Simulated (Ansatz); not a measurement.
# C₃H₉GeNSi, SMILES N#CC[CH]([SiH3])[GeH3]: a single point in a Gaussian basis

Computed with the Python package of Ansatz (0.2.0).

Typed at the interpreter:
```pycon
>>> from pathlib import Path
>>> import json
>>> import ansatz as az
>>> BASIS_SET = "def2-SVPD"
>>> XC = "r2SCAN"
>>> geometry_ang = [
...     ("N", (3.3633, 0.5681, -0.5358)),
...     ("C", (2.2979, 0.1572, -0.724)),
...     ("C", (0.9456, -0.364, -0.9628)),
...     ("C", (0.1005, -0.3229, 0.3164)),
...     ("Si", (-1.5282, -1.211, 0.0493)),
...     ("Ge", (-0.2872, 1.5158, 0.8567)),
...     ("H", (1.044, -1.4125, -1.3172)),
...     ("H", (0.4625, 0.2337, -1.7654)),
...     ("H", (0.6365, -0.8361, 1.1437)),
...     ("H", (-2.2763, -0.5495, -1.0302)),
...     ("H", (-2.3173, -1.1714, 1.2894)),
...     ("H", (-1.2687, -2.6104, -0.3198)),
...     ("H", (-1.0447, 2.238, -0.2866)),
...     ("H", (-1.1661, 1.5026, 2.1333)),
...     ("H", (1.0383, 2.2623, 1.1531)),
... ]
>>> c3h9gensi = az.Crystal.molecule()
>>> for symbol, xyz in geometry_ang:
...     c3h9gensi = c3h9gensi.atom(symbol, xyz)
...
>>> calc = (
...     c3h9gensi.calculation()
...     .basis(gaussian=BASIS_SET)
...     .functional(XC)
...     .orbitals()
... )
>>> outcome = calc.run(runs_dir="runs")

>>> data = outcome.report
>>> type(outcome).__name__, type(data).__name__
('RunOutcome', 'dict')
>>> {key: value for key, value in data.items() if isinstance(value, (int, float)) and "ev" in key}
{'free_energy_ev': -69126.04658687157, 'reference_energy_ev': -69126.04658687157}
>>> data["free_energy_ev"]
-69126.04658687157
>>> print("reference energy %16.6f eV" % data["reference_energy_ev"])
reference energy    -69126.046587 eV
>>> print("total energy     %16.6f eV" % data["free_energy_ev"])
total energy        -69126.046587 eV
>>> print("occupied (up, down):", data["n_occupied"], " virtual:", data["n_virtual"], " frozen:", data["n_frozen"])
occupied (up, down): [40, 40]  virtual: [174, 174]  frozen: 0
>>> lines = Path(data["orbitals_path"]).read_text().splitlines()
>>> field_of = lambda key: [line.split("=")[1].strip() for line in lines if line.startswith(key)]
>>> orbitals = [(27.211386 * float(e), s, float(n)) for e, s, n in zip(field_of("Ene="), field_of("Spin="), field_of("Occup="))]
>>> homo = max(e for e, _, n in orbitals if n > 0.5)
>>> lumo = min(e for e, _, n in orbitals if n < 0.5)
>>> for e, spin, n in sorted(orbitals):
...     if homo - 10 < e < lumo + 5:
...         print(f"{spin:6s} {e:10.3f} eV  occupation {n:.0f}")
...
Alpha     -17.539 eV  occupation 2
Alpha     -14.500 eV  occupation 2
Alpha     -13.880 eV  occupation 2
Alpha     -13.315 eV  occupation 2
Alpha     -12.346 eV  occupation 2
Alpha     -11.104 eV  occupation 2
Alpha      -9.957 eV  occupation 2
Alpha      -9.280 eV  occupation 2
Alpha      -9.063 eV  occupation 2
Alpha      -8.928 eV  occupation 2
Alpha      -8.733 eV  occupation 2
Alpha      -8.563 eV  occupation 2
Alpha      -8.527 eV  occupation 2
Alpha      -8.298 eV  occupation 2
Alpha      -7.730 eV  occupation 2
Alpha      -0.733 eV  occupation 0
Alpha      -0.351 eV  occupation 0
Alpha       0.039 eV  occupation 0
Alpha       0.103 eV  occupation 0
Alpha       0.373 eV  occupation 0
Alpha       0.577 eV  occupation 0
Alpha       0.668 eV  occupation 0
Alpha       0.970 eV  occupation 0
Alpha       1.052 eV  occupation 0
Alpha       1.397 eV  occupation 0
Alpha       1.552 eV  occupation 0
Alpha       2.113 eV  occupation 0
Alpha       2.239 eV  occupation 0
Alpha       2.472 eV  occupation 0
Alpha       2.718 eV  occupation 0
Alpha       3.076 eV  occupation 0
Alpha       3.436 eV  occupation 0
Alpha       3.693 eV  occupation 0
Alpha       3.886 eV  occupation 0
>>> with open("c3h9gensi.json", "w") as handle:
...     json.dump({k: data[k] for k in ("free_energy_ev", "reference_energy_ev", "n_occupied", "n_virtual")}, handle, indent=1)
...
```

`c3h9gensi.json`, as written:
```json
{
 "free_energy_ev": -69126.04658687157,
 "reference_energy_ev": -69126.04658687157,
 "n_occupied": [
  40,
  40
 ],
 "n_virtual": [
  174,
  174
 ]
}
```

What to keep in mind:
- Total energies depend on the basis set; only differences at equal settings carry meaning.
- The geometry is a force-field or estimated start, not a minimum of this method, and the basis set is short of its limit.
- Alpha marks a spatial orbital of a restricted run, filled by both spins.
- Levels such as HOMO and LUMO are orbital energies: with these approximate functionals they aren't the ionisation energy and electron affinity, and their gap isn't the fundamental gap.
- Run time: 9.5 s on 1 thread of Intel(R) Xeon(R) 6975P-C (Granite Rapids) (shared host), peak memory 0.42 GiB.

(Lines on the test bed's own set-up are left out of the output.)
